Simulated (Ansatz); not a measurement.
# SiGe₄H₁₀: ionisation energy by level of theory

The task here is to estimate one member of a computed series from the others.

Program: Ansatz 0.2.0, Gaussian basis. Level of theory: unrestricted cation, the program's frozen cores in correlated methods. These are calculated values, not measurements.

Plan: UKS PBE-D4/def2-TZVPP; UKS r2SCAN-D4/def2-TZVPP; UKS PBE0-D4/def2-TZVPP; UKS B3LYP-D4/def2-TZVPP; UKS wB97X-V/def2-TZVPP; UKS wB97M-V/def2-TZVPP; UKS B2PLYP/def2-TZVPP; UHF-CCSD(T)/def2-TZVPP; UHF-MP2/def2-QZVPP; extrapolation to the limit; then −ε(HOMO) from the neutral's earlier runs with LDA (SPW92), PBE-D4, revPBE-D4, BLYP-D4, r2SCAN-D4, B97M-V, PBE0-D4, B3LYP-D4, r2SCANh-D4, r2SCAN0-D4, HSE06-D4, BHLYP-D4, CAM-B3LYP-D4, LC-ωPBE, ωB97X-V, ωB97M-V.

## The relaxed structure

All runs share one geometry, relaxed beforehand with PBE0-D4 in a triple-zeta def2 set.

SMILES `[SiH2]1[GeH2][GeH2][GeH2][GeH2]1`, 15 atoms, charge 0, spin multiplicity 1.

Atoms are counted from 1 here; the program's logs count them from 0.

Bond lengths: Si1–Ge2 2.384 Å, Si1–Ge5 2.384 Å, Si1–H6 1.488 Å, Si1–H7 1.490 Å, Ge2–Ge3 2.438 Å, Ge2–H8 1.539 Å, Ge2–H9 1.541 Å, Ge3–Ge4 2.440 Å, Ge3–H10 1.540 Å, Ge3–H11 1.539 Å, Ge4–Ge5 2.436 Å, Ge4–H12 1.540 Å, Ge4–H13 1.539 Å, Ge5–H14 1.541 Å, Ge5–H15 1.538 Å. Angles: Ge2–Si1–Ge5 103.7°, Ge2–Si1–H6 113.0°, Ge2–Si1–H7 109.0°, Ge5–Si1–H6 113.2°, Ge5–Si1–H7 108.9°, H6–Si1–H7 108.9°, Si1–Ge2–Ge3 104.6°, Si1–Ge2–H8 113.2°, Si1–Ge2–H9 109.5°, Ge3–Ge2–H8 112.1°, Ge3–Ge2–H9 109.0°, H8–Ge2–H9 108.3°, Ge2–Ge3–Ge4 105.7°, Ge2–Ge3–H10 110.2°, Ge2–Ge3–H11 111.1°, Ge4–Ge3–H10 110.2°, Ge4–Ge3–H11 111.3°, H10–Ge3–H11 108.3° and more.

Set-up of the first run:

Input file in.yaml:

```yaml
crystal:
  periodic: [false, false, false]
  atoms:
    - {symbol: Si, position_ang: [-1.664320, -0.962238, 0.580736]}
    - {symbol: Ge, position_ang: [0.519563, -1.905520, 0.417475]}
    - {symbol: Ge, position_ang: [1.772123, -0.325230, -0.952362]}
    - {symbol: Ge, position_ang: [0.563139, 1.788518, -0.795318]}
    - {symbol: Ge, position_ang: [-1.254551, 1.378104, 0.772974]}
    - {symbol: H, position_ang: [-2.452178, -1.514053, 1.715833]}
    - {symbol: H, position_ang: [-2.401101, -1.220785, -0.687903]}
    - {symbol: H, position_ang: [0.523842, -3.322029, -0.182921]}
    - {symbol: H, position_ang: [1.156486, -1.971038, 1.818712]}
    - {symbol: H, position_ang: [1.815051, -0.805228, -2.414531]}
    - {symbol: H, position_ang: [3.219217, -0.180546, -0.449088]}
    - {symbol: H, position_ang: [-0.011167, 2.165132, -2.173510]}
    - {symbol: H, position_ang: [1.476340, 2.933204, -0.322682]}
    - {symbol: H, position_ang: [-0.770726, 1.699982, 2.199846]}
    - {symbol: H, position_ang: [-2.491719, 2.241727, 0.472740]}
basis:
  gaussian: {orbitals: def2-TZVPP}
total_charge: 1
magnetization: {spin_polarized: true, initial_magnetization: 1}
hamiltonian: {xc: pbe, dispersion: d4}
```

Steps of the session up to this table: Cation, UKS PBE-D4/def2-TZVPP; Cation, UKS r2SCAN-D4/def2-TZVPP; Cation, UKS PBE0-D4/def2-TZVPP; Cation, UKS B3LYP-D4/def2-TZVPP; Cation, UKS wB97X-V/def2-TZVPP; Cation, UKS wB97M-V/def2-TZVPP; Cation, UKS B2PLYP (frozen core)/def2-TZVPP; Cation, UHF-CCSD(T)/def2-TZVPP; Cation, UHF-MP2/def2-QZVPP.

One table of the session follows, with a row left open; its other results are not shown here.

It belongs to the step «Ionisation energies side by side». For comparison, −ε(HOMO) of the neutral from earlier runs:

| functional | −ε(HOMO) (eV) |
| --- | --- |
| LDA (SPW92) | 6.68 |
| PBE-D4 | ? |
| revPBE-D4 | 6.51 |
| BLYP-D4 | 6.39 |
| r2SCAN-D4 | 6.82 |
| B97M-V | 6.90 |
| PBE0-D4 | 7.55 |
| B3LYP-D4 | 7.33 |
| r2SCANh-D4 | 7.17 |
| r2SCAN0-D4 | 7.71 |
| HSE06-D4 | 7.16 |
| BHLYP-D4 | 8.38 |
| CAM-B3LYP-D4 | 8.68 |
| LC-ωPBE | 9.94 |
| ωB97X-V | 9.64 |
| ωB97M-V | 9.46 |

Estimate the missing values for PBE-D4.

As computed: −ε(HOMO) (eV): 6.57. In the column «−ε(HOMO) (eV)» it lies between revPBE-D4 (6.51) and LDA (SPW92) (6.68).
